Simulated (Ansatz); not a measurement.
**CH₄ClFO₂Si: a ladder of functionals and wavefunction methods**

Aim: compute CH₄ClFO₂Si with functionals from several rungs and with coupled cluster. The yardstick is the atomisation energy at the CCSD(T) limit.

Method: functionals in def2-TZVPP, the program's frozen cores in correlated methods; program: Ansatz 0.2.0, Gaussian basis.

Levels to be run: LDA (SPW92), PBE-D4, revPBE-D4, BLYP-D4, r2SCAN-D4, B97M-V, PBE0-D4, B3LYP-D4, r2SCANh-D4, r2SCAN0-D4, HSE06-D4, BHLYP-D4, CAM-B3LYP-D4, LC-ωPBE, ωB97X-V, ωB97M-V, B2PLYP, PBE-QIDH; CCSD(T)/def2-SVP; CCSD(T)/def2-TZVPP; MP2/def2-QZVPP; extrapolation to the limit; RPA on PBE.

**1. Structure used throughout**

The geometry comes from an earlier relaxation with PBE0-D4 in a triple-zeta def2 set; it is a stationary point, not always the lowest conformer.

SMILES `CO[Si](O)(F)Cl`, 10 atoms, charge 0, spin multiplicity 1.

Atoms are counted from 1 here; the program's logs count them from 0.

Bond lengths: C1–O2 1.417 Å, C1–H7 1.093 Å, C1–H8 1.093 Å, C1–H9 1.090 Å, O2–Si3 1.604 Å, Si3–O4 1.620 Å, Si3–F5 1.587 Å, Si3–Cl6 2.024 Å, O4–H10 0.958 Å. Angles: O2–C1–H7 110.8°, O2–C1–H8 111.1°, O2–C1–H9 107.7°, H7–C1–H8 109.3°, H7–C1–H9 108.9°, H8–C1–H9 109.1°, C1–O2–Si3 125.8°, O2–Si3–O4 109.2°, O2–Si3–F5 111.5°, O2–Si3–Cl6 108.0°, O4–Si3–F5 108.8°, O4–Si3–Cl6 112.7°, F5–Si3–Cl6 106.7°, Si3–O4–H10 119.1°.

**2. LDA**

This LDA is Slater exchange with PW92 correlation.

Contents of in.yaml:

```yaml
crystal:
  periodic: [false, false, false]
  atoms:
    - {symbol: C, position_ang: [-1.185316, -1.004072, 0.532363]}
    - {symbol: O, position_ang: [-0.509739, 0.216533, 0.778169]}
    - {symbol: Si, position_ang: [0.799839, 0.736015, 0.011060]}
    - {symbol: O, position_ang: [0.555644, 0.639267, -1.587387]}
    - {symbol: F, position_ang: [2.074897, -0.131475, 0.386104]}
    - {symbol: Cl, position_ang: [1.180640, 2.624557, 0.630272]}
    - {symbol: H, position_ang: [-0.580458, -1.854722, 0.857941]}
    - {symbol: H, position_ang: [-1.422625, -1.115352, -0.528718]}
    - {symbol: H, position_ang: [-2.112401, -0.990056, 1.105207]}
    - {symbol: H, position_ang: [1.282619, 0.828205, -2.182113]}
basis:
  gaussian: {orbitals: def2-TZVPP}
hamiltonian: {xc: lda}
output: {orbitals: {seedname: orbitals}}
```

On the command line:

```bash
$ ansatz run in.yaml --threads 4 --pin off --events-out ev --progress --plain --max-ram 10444MiB
```

After this run come: PBE-D4 (GGA); revPBE-D4 (GGA); BLYP-D4 (GGA); r2SCAN-D4 (meta-GGA); B97M-V (meta-GGA); B3LYP-D4 (hybrid); r2SCANh-D4 (hybrid); r2SCAN0-D4 (hybrid); HSE06-D4 (hybrid); BHLYP-D4 (hybrid); CAM-B3LYP-D4 (range-separated); LC-ωPBE (range-separated); ωB97X-V (range-separated); ωB97M-V (range-separated); B2PLYP (double hybrid); PBE-QIDH (double hybrid); CCSD(T) in def2-SVP; CCSD(T) in def2-TZVPP; MP2 in def2-QZVPP; RPA on PBE orbitals.

Before running them: what should the planned runs give, taken together? Wanted: atomisation energy, CCSD(T)/CBS; farthest beyond LDA; mean size of error, GGA; mean size of error, meta-GGA; mean size of error, hybrid; mean size of error, range-separated; mean size of error, double hybrid; gap, smallest and largest; T1 diagnostic.

**Answer**, as computed:

| quantity | value |
| --- | --- |
| atomisation energy, CCSD(T)/CBS | 42.274 eV |
| functionals within 0.211 eV (0.5 %) | r2SCAN-D4, B97M-V, CAM-B3LYP-D4, ωB97X-V, ωB97M-V |
| farthest beyond LDA | BHLYP-D4 (-1.886 eV) |
| mean size of error, GGA | 0.566 eV |
| mean size of error, meta-GGA | 0.117 eV |
| mean size of error, hybrid | 0.810 eV |
| mean size of error, range-separated | 0.189 eV |
| mean size of error, double hybrid | 0.666 eV |
| gap, smallest and largest | 6.78 eV (BLYP-D4), 14.51 eV (LC-ωPBE) |
| T1 diagnostic | 0.0107 |
| triples share of the correlation energy | 3.4 % |

LDA overbinds by 6.105 eV (14 %). PBE-D4 is off by +0.382 eV. Double hybrids carry the basis error of their MP2 part in triple zeta, and no dispersion term here, so their miss is partly the set-up's. The rungs meta-GGA, range-separated miss on average by less than the doubt on the reference (0.211 eV), so they tie. The reference freezes the cores and leaves out relativity and excitations past (T), so misses under about 0.211 eV can't be ranked. Hartree-Fock recovers 72 % of the binding; the rest is correlation. CCSD(T) in def2-SVP is off by -3.425 eV, worse than the median functional, from the basis alone. The gap grows from 6.8 to 14.5 eV across the functionals, mostly with the share of exact exchange.
